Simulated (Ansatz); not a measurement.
# C4H4HfO2: how energies converge with the basis set

One table from this session's results is given with a row withheld; the runs are named, their logs left out.

Method: one geometry, several basis sets; program: Ansatz 0.2.0, Gaussian basis.

The runs, in order: PBE0-D4/def2-SVP; ωB97M-V/def2-SVP; PBE0-D4/def2-QZVPP; ωB97M-V/def2-QZVPP; the functionals' def2-TZVPP values are taken from earlier runs.

### Structure used throughout

All runs share one geometry, relaxed beforehand with PBE0-D4 in a triple-zeta def2 set. Hf takes the def2 core potential; no spin-orbit term is included.

SMILES `C#[C][Hf]([OH])([OH])[C]#C`, 11 atoms, charge 0, spin multiplicity 1.

Atoms are counted from 1 here; the program's logs count them from 0.

Bond lengths: C1–C2 1.215 Å, C1–H8 1.067 Å, C2–Hf3 2.196 Å, Hf3–O4 1.904 Å, Hf3–O5 1.904 Å, Hf3–C6 2.196 Å, O4–H9 0.952 Å, O5–H10 0.952 Å, C6–C7 1.215 Å, C7–H11 1.067 Å. Angles: C2–C1–H8 179.9°, C1–C2–Hf3 178.2°, C2–Hf3–O4 108.4°, C2–Hf3–O5 108.4°, C2–Hf3–C6 110.1°, O4–Hf3–O5 113.3°, O4–Hf3–C6 108.4°, O5–Hf3–C6 108.4°, Hf3–O4–H9 167.4°, Hf3–O5–H10 167.5°, Hf3–C6–C7 178.2°, C6–C7–H11 179.9°.

The first run:

File in.yaml:

```yaml
crystal:
  periodic: [false, false, false]
  atoms:
    - {symbol: C, position_ang: [0.823548, -2.723995, 1.271948]}
    - {symbol: C, position_ang: [0.627659, -1.579898, 0.913071]}
    - {symbol: Hf, position_ang: [0.230708, 0.464529, 0.216587]}
    - {symbol: O, position_ang: [-0.543776, 1.447069, 1.651437]}
    - {symbol: O, position_ang: [1.864667, 1.212485, -0.411597]}
    - {symbol: C, position_ang: [-1.199455, 0.429026, -1.449552]}
    - {symbol: C, position_ang: [-1.992102, 0.371640, -2.368544]}
    - {symbol: H, position_ang: [0.994379, -3.729409, 1.585789]}
    - {symbol: H, position_ang: [-0.764268, 2.060935, 2.344472]}
    - {symbol: H, position_ang: [2.646922, 1.728269, -0.578153]}
    - {symbol: H, position_ang: [-2.688292, 0.319349, -3.175468]}
basis:
  gaussian: {orbitals: def2-SVP}
hamiltonian: {xc: pbe0, dispersion: d4}
output: {orbitals: {seedname: orbitals}}
```

Run with:

```
$ ansatz run in.yaml --threads 4 --pin off --events-out ev --progress --plain --max-ram 11315MiB
```

Steps of the session up to this table: PBE0-D4 in def2-SVP; ωB97M-V in def2-SVP; PBE0-D4 in def2-QZVPP; ωB97M-V in def2-QZVPP.

One table of the session follows, with a row left open; its other results are not shown here.

It belongs to the step «Density functionals: the series». 

| functional | basis | HOMO (eV) |
| --- | --- | --- |
| PBE0-D4 | def2-SVP | -7.71 |
| PBE0-D4 | def2-TZVPP | ? |
| PBE0-D4 | def2-QZVPP | -7.82 |
| ωB97M-V | def2-SVP | -9.92 |
| ωB97M-V | def2-TZVPP | -10.01 |
| ωB97M-V | def2-QZVPP | -10.04 |

Q: Estimate the row for PBE0-D4, def2-TZVPP from the others.

**Answer.** HOMO (eV): -7.79. In the column «HOMO (eV)» it lies between PBE0-D4, def2-QZVPP (-7.82) and PBE0-D4, def2-SVP (-7.71).
